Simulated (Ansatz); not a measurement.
# Ta (bcc type): the cost of one run

Program: Ansatz 0.2.0. Level of theory: DFT LDA, with the methods named in each step. These are calculated values, not measurements.

1 further run of the same task is left out (it didn't finish). Runs told in other sessions of the task aren't counted.

**1. The starting structure**

Symmetry: Im-3m, No. 229, cubic system. Conventional cell: a = 3.255 Å, b = 3.255 Å, c = 3.255 Å, α = 90.00°, β = 90.00°, γ = 90.00°. Ta (site symmetry m-3m) is surrounded by 8 Ta at 2.82 Å.

Structure file:

```
CELL_PARAMETERS angstrom
-1.62768 1.62768 1.62768
1.62768 -1.62768 1.62768
1.62768 1.62768 -1.62768
ATOMIC_POSITIONS crystal
Ta 0.00000 0.00000 0.00000
```

Whether this phase is the stable one at these pressures isn't tested.

**2. Cell relaxed at zero pressure, PAW**

Input file input.yaml:

```yaml
crystal:
  lattice:
    - [-1.627676064, 1.627676064, 1.627676064]
    - [1.627676064, -1.627676064, 1.627676064]
    - [1.627676064, 1.627676064, -1.627676064]
  atoms:
    - { symbol: Ta, position: [0.0, 0.0, 0.0] }
kpoints:
  mp_grid: { grid: [16, 16, 16] }
scf:
  occupations: { method: fermi_dirac, width: 0.05 }
hamiltonian:
  xc: lda
  pseudopotentials: { kind: paw }
output:
  forces: true
  stress: true
relax:
  f_tol: 0.005
  max_steps: 40
  cell: {}
```

Run with:

```sh
$ ansatz run input.yaml --threads 1 --pin off --max-ram 2048MiB --backend cpu --events-out ev --progress --plain --runs-dir out
```

What time and memory should one allow on 1 thread of Intel Xeon Platinum 8259CL at 2.50GHz (Skylake/Cascade Lake), shared host?

About 5.1 s, with a peak of 0.36 GiB.
